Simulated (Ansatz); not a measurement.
# AlGaH (quartet): wave-function methods side by side, cc-pVTZ

One table from this session's results is given with a row withheld; the runs are named, their logs left out.

Method: cc-pVTZ, core rule «outside noble gas», up to 19 orbitals frozen; program: Ansatz 0.2.0, Gaussian basis.

Plan: UHF; CCSD(T) on ROHF; CCSD(T) on UHF; BCCD(T) on ROHF; CCSDT(Q) on ROHF; CCSDT(Q) on UHF; CASSCF and MRCISD+Q, 7 electrons in 9 orbitals; CASSCF and NEVPT2, 7 electrons in 9 orbitals.

20 further runs of the same task are left out: 1 for a known fault of the program, 10 that didn't finish, 9 set aside as unsound or not needed. Runs told in other sessions of the task aren't counted.

### The geometry

The geometry is a PBE0/def2-TZVP stationary point (not a proven minimum) of the parent state, kept for this charge and spin. No spin-orbit coupling is included. The filled d shell of Ga may be among the frozen orbitals whatever the setting's name suggests.

3 atoms, charge 0, spin multiplicity 4.

Atoms are counted from 1 here; the program's logs count them from 0.

Bond lengths: Al1–Ga2 2.671 Å, Al1–H3 1.622 Å. Angles: Ga2–Al1–H3 180.0°.

Set-up of the first run:

Contents of in.yaml:

```yaml
crystal:
  periodic: [false, false, false]
  atoms:
    - {symbol: Al, position_ang: [0.000000, 0.000000, 0.349567]}
    - {symbol: Ga, position_ang: [0.000000, 0.000000, -2.320933]}
    - {symbol: H, position_ang: [0.000000, 0.000000, 1.971367]}
basis:
  gaussian: {orbitals: cc-pVTZ}
magnetization: {spin_polarized: true, initial_magnetization: 3}
hamiltonian: {xc: hf}
output: {orbitals: {seedname: orbitals}}
```

The run is started by

```bash
$ ansatz run in.yaml --threads 1 --pin off --events-out ev --progress --plain --max-ram 2393MiB
```

Steps of the session up to this table: UHF; CCSD(T) on ROHF; CCSD(T) on UHF; BCCD(T) on ROHF; CCSDT(Q) on ROHF; CCSDT(Q) on UHF; CASSCF and MRCISD+Q, 7 electrons in 9 orbitals; CASSCF and NEVPT2, 7 electrons in 9 orbitals.

One table of the session follows, with a row left open; its other results are not shown here.

It belongs to the step «Misses and costs». 

```
          method  from UCCSDT(Q) (kJ/mol)
            ROHF                   +370.3
             UHF                   +357.5
            RMP2                    +95.4
            UMP2                    +95.1
           RCCSD                    +25.3
           UCCSD                    +24.0
        RCCSD(T)                     +7.0
        UCCSD(T)                        ?
         BCCD(T)                     +7.0
          RCCSDT                     +2.3
          UCCSDT                     +1.4
       RCCSDT(Q)                     +1.0
       UCCSDT(Q)                        0
  CASSCF valence                   +208.1
  NEVPT2 valence                    +59.1
  MRCISD valence                    +14.7
MRCISD+Q valence                     +2.5
```

**Question.** Estimate the row for UCCSD(T).

As computed: from UCCSDT(Q) (kJ/mol): +6.1. In the column «from UCCSDT(Q) (kJ/mol)» it lies between MRCISD+Q valence (+2.5) and RCCSD(T) (+7.0).

To keep in mind: Restricted and unrestricted rows rest on different reference determinants; a gap between their highest levels can come from leftover correlation error, from unlike frozen cores or from another state.
